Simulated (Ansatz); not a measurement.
Run this with Ansatz's Python interface and show what comes out.

The script, `dfpt_sc3hg.py`:
```python
"""DFPT phonons of Sc3Hg."""

from pathlib import Path
import warnings

import ansatz as az
import numpy as np


def main() -> None:
    warnings.simplefilter("ignore", az.DeckWarning)

    vectors = np.array([
        [4.464651, 0.0, 0.0],
        [0.0, 4.464651, 0.0],
        [0.0, 0.0, 4.464651],
    ])
    sc3hg = (
        az.Lattice.of(vectors)
        .atom("Sc", (0.0, 0.5, 0.5))
        .atom("Sc", (0.5, 0.0, 0.5))
        .atom("Sc", (0.5, 0.5, 0.0))
        .atom("Hg", (0.0, 0.0, 0.0))
    )

    setup = (
        sc3hg.calculation()
        .functional("pbesol")
        .basis(17 * az.Ha)
        .occupations("fermi_dirac")
        .kpoints(8, 8, 8)
        .phonons("dfpt", points=[(0, 0, 0), (0.5, 0.5, 0), (0.5, 0, 0.5)])
    )
    done = setup.run(threads=1, backend="cpu", runs_dir="runs")
    ph = done.phonons

    for q in ph.qpoints:
        print("q =", np.round(q.q_frac, 3), "1/cm:", " ".join(f"{w:.1f}" for w in q.omega_inv_cm))


if __name__ == "__main__":
    main()
```

```console
$ python dfpt_sc3hg.py
q = [0. 0. 0.] 1/cm: 0.0 0.0 0.0 100.1 100.1 100.1 127.9 127.9 127.9 243.1 243.1 243.1
q = [0.5 0.5 0. ] 1/cm: 52.3 63.8 67.7 67.7 122.9 131.7 131.7 138.8 138.8 177.1 193.7 228.0
q = [0.5 0.  0.5] 1/cm: 52.3 63.8 67.7 67.7 122.9 131.7 131.7 138.8 138.8 177.1 193.7 228.0
```

Reading the output:
- Spin is left out of this run.
- The cell isn't relaxed first, so the values belong to this volume.
- Spin-orbit coupling, which matters for elements this heavy, is left out.
- This cell is a computed structure, which may not be the phase found in nature.
- The structure is taken as given; imaginary modes can come from an unrelaxed or unstable start. Phonons of metals also depend on mesh and smearing.
- The script silences the warnings on its input, which a real study should read.
- Hardware and time: 8.6 min on 1 thread of Arm Neoverse V2 (shared host), peak memory 1.3 GiB.
